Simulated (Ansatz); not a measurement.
# BrFH4Si2, SMILES F[SiH]([SiH3])Br: vertical energies of changing the electron count

Program: Ansatz's Python interface.

The script reads `brfh4si2.xyz`:
```text
8

F    -1.31500    1.77170    0.27060
Si   -0.43160    0.83980   -0.61030
Si    0.48700   -0.78630    0.70230
Br   -1.59210   -0.06540   -2.20850
H     0.62970    1.65990   -1.27680
H     1.36810   -0.17440    1.78410
H     1.42110   -1.68400   -0.08520
H    -0.47490   -1.61840    1.36790
```

Run as a notebook:

```python
import ansatz as az
```

```python
def energy(molecule, charge=0, unpaired=0):
    calc = molecule.calculation().basis(gaussian='def2-SVPD').functional('B3LYP', dispersion='d3bj')
    if charge:
        calc = calc.charge(charge)
    if unpaired:
        calc = calc.spin('collinear', total=unpaired)
    return calc.run(threads=1, backend='cpu').report['free_energy_ev']

geometry = az.Crystal.molecule_from_extxyz('brfh4si2.xyz')

# delta-SCF style differences, no relaxation
parent = energy(geometry, 0, 0)
cation = energy(geometry, 1, 1)
print(f'E(N)   = {parent:.5f} eV')
print(f'E(N-1) = {cation:.5f} eV  (1 unpaired)')
print(f'vertical ionisation energy {cation - parent:.3f} eV')
```

    E(N)   = -88573.02436 eV
    E(N-1) = -88562.77650 eV  (1 unpaired)
    vertical ionisation energy 10.248 eV

At this unrelaxed geometry removing an electron costs 10.25 eV.

Total energies depend on the basis set; only differences at equal settings carry meaning. The geometry is a force-field or estimated start, not a minimum of this method, and the basis set is short of its limit. All parts are taken at fixed geometry, without zero-point energy. At an unrelaxed start these energies can be a whole eV from those at the minimum, and a small affinity can change sign. b3lyp holds the VWN-RPA fit, as in Gaussian; the form of ORCA and Turbomole is b3lyp5. Hardware and time: 36 s on 1 thread of Arm Neoverse V1, on a shared host, peak memory 0.57 GiB.

(Lines on the test bed's own set-up are left out of the output.)
